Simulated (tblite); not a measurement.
# As2CuF12H4N: the cost of one run

Programs: tblite 0.8.0 and PySCF 2.14.0. All values are calculated, for the isolated system unless a continuum is named. Atoms count from 0, parts from 1.

## (1) The system as given

20 atoms, charge 0, multiplicity 1; geometry: rigid parts in contact. Parts: 1 = atoms 0–4, `[NH4+]`, charge 1; 2 = atoms 5–11, `F[As-](F)(F)(F)(F)F`, charge -1; 3 = atom 12, `[Cu+]`, charge 1; 4 = atoms 13–19, `F[As-](F)(F)(F)(F)F`, charge -1.

## (2) Search for minima with GFN2-xTB

Job settings and geometry (Å):

```
{"job": {"kind": "dock", "xc": "GFN2-xTB", "basis": "xTB"}, "charge": 0, "multiplicity": 1, "parts": [{"atoms": "0-4", "charge": 1, "multiplicity": 1}, {"atoms": "5-11", "charge": -1, "multiplicity": 1}, {"atoms": "12-12", "charge": 1, "multiplicity": 1}, {"atoms": "13-19", "charge": -1, "multiplicity": 1}]}
N     -0.097169    -0.158194     0.045606
H      0.568130    -0.098153    -0.732382
H     -0.717437     0.683958     0.079486
H      0.365505    -0.182692     0.964975
H     -0.708032    -0.976824    -0.022425
F     -3.098014     0.908703     2.311879
As    -2.027879     2.249683     2.347641
F     -2.271633     2.888859     3.937299
F     -0.635190     3.424541     2.241830
F     -3.243113     3.327362     1.806372
F     -0.633476     0.991661     2.407335
F     -1.666518     2.009855     0.534125
Cu    -0.034180     2.454232     4.022453
F      0.798310     0.938439     4.898823
As    -0.437952    -0.528648     5.227773
F     -1.692136     0.628191     4.585419
F     -1.543364    -1.779990     5.609601
F     -0.670152     0.168343     6.797965
F     -0.317759    -1.151891     3.572711
F      0.961925    -1.445265     5.628302
```

With the program's defaults for keys left out, this is: GFN2-xTB search for minima from random contacts, gas phase.

On the command line:

```
$ OMP_NUM_THREADS=1 python cluster_run.py task.json out
```

The driver reads the jobs from task.json and runs them one after another.

Q: Estimate the wall time of this first job on 1 thread of Intel Xeon 6975P-C, shared host.

About 15 s.
